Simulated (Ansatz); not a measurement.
# GdSi2Ag2: relaxing the atoms in a fixed cell

Aim: in GdSi2Ag2, a database structure at a slightly changed volume, relax the atoms in a fixed cell, then read levels, charges and fields where it ends.

The COD entry's cell or inner coordinates are ideal or old and differ from later refinements, so a difference from it is no clean test against experiment.

All numbers below are computed with Ansatz 0.2.0 (DFT, LDA, with U = 6.57 eV and J = 0.61 eV on Gd f, spin-orbit coupling, plane waves, PAW).

## Step 1: Geometry

The structure is tetragonal, space group I4/mmm (No. 139). The conventional cell has a = 4.152 Å, b = 4.152 Å, c = 10.713 Å, α = 90.00°, β = 90.00°, γ = 90.00°. Around Si (site symmetry 4mm) lie 4 Ag at 2.47 Å and 1 Si at 2.68 Å and 4 Gd at 3.23 Å. Around Ag (site symmetry -4m2) lie 4 Si at 2.47 Å. Gd (site symmetry 4/mmm) has 8 Si at 3.23 Å and 8 Ag at 3.39 Å as nearest neighbours.

The coordinates stand in the input below.

It starts from an earlier solution of the starting cell (checkpoint.read).

## Step 2: Relaxing

input.yaml

```yaml
crystal:
  lattice:
    - [0.0, 4.152472, 0.0]
    - [4.152472, 0.0, 0.0]
    - [2.076236, 2.076236, -5.356399]
  atoms:
    - { symbol: Si, position: [0.375, 0.375, 0.25] }
    - { symbol: Si, position: [0.625, 0.625, 0.75] }
    - { symbol: Ag, position: [0.75, 0.25, 0.5] }
    - { symbol: Ag, position: [0.25, 0.75, 0.5] }
    - { symbol: Gd, position: [0.0, 0.0, 0.0], spin: 7, spin_axis: [0.0, 1.0, 0.0] }
  symmetry: { detect: false }
kpoints:
  mp_grid: { grid: [5, 5, 5], shift: [0, 0, 0] }
magnetization:
  noncollinear: true
  spin_orbit: true
scf:
  occupations: { method: fermi_dirac }
  lower_state_search: "off"
hamiltonian:
  pseudopotentials: { kind: paw_fr }
  xc: lda
  hubbard:
    projectors: all-electron-ortho-atomic
    sites: [{ species: Gd, l: f, u: 6.57, j: 0.61 }]
basis:
  ecutwfc: 420
  fft_grid_basis: typed
relax:
  max_steps: 60
output:
  forces: true
  stress: true
  eigenvalues: true
  bader: true
  populations: true
  elf: true
  write_potential: true
  volumetric_format: npy
  dos:
    e_range: [-12, 8]
    de: 0.05
    projected: { site_lists: { Ag: [Ag], Gd: [Gd], Si: [Si] } }
    method: { smearing: { sigma: 0.1, scheme: gaussian } }
checkpoint:
  read: saved_state
```

Started as:

```
$ ansatz run input.yaml --threads 2 --pin off --max-ram 2560MiB --backend cpu --events-out ev --progress --plain --runs-dir out
```

Before running it: what results should come out? Wanted: moves; energy gained; largest move; pressure left in the fixed cell; character; Bader charges; net moment; largest moment.

**Answer**, as computed:

```
                                                 quantity                           value
                                                    moves                               3
                                            energy gained                   95.7 meV/atom
                                             largest move                     0.18 Å (Si)
                     space group (0.01 Å), before / after                 I4/mmm / I4/mmm
                          pressure left in the fixed cell                        -5.9 GPa
                                                character                           metal
density of states, mean within 0.25 eV of the Fermi level             1.3 per eV per cell
                                            Bader charges  Si -0.28, Ag -0.44, Gd +1.44 e
                                               net moment                6.97 μB per cell
                                           largest moment     7.01 μB on Gd (Bader basin)
```

**Reading.** In the fixed cell the largest move of an atom is 0.18 Å; the energy fell by 95.7 meV per atom. The fixed cell still holds a mean pressure of -5.9 GPa, so it would shrink if let free. It is a metal; within 0.25 eV of the Fermi level the density of states averages 1.3 per eV per cell, mostly Gd d (39 %) and Si p (37 %). Gd loses most charge (+1.44 e on average) and Ag gains most (-0.44 e). Spin sits on Gd (7.01 μB); with one magnetic atom in the cell, no antiferromagnetic order can form, so the run doesn't settle the real magnetic state.

Limits of this run: the program displaced the start to leave a saddle point; one start, so the state may not be the lowest; the k mesh is coarse for a cell without a gap; the SCF threshold is loose for a stress.
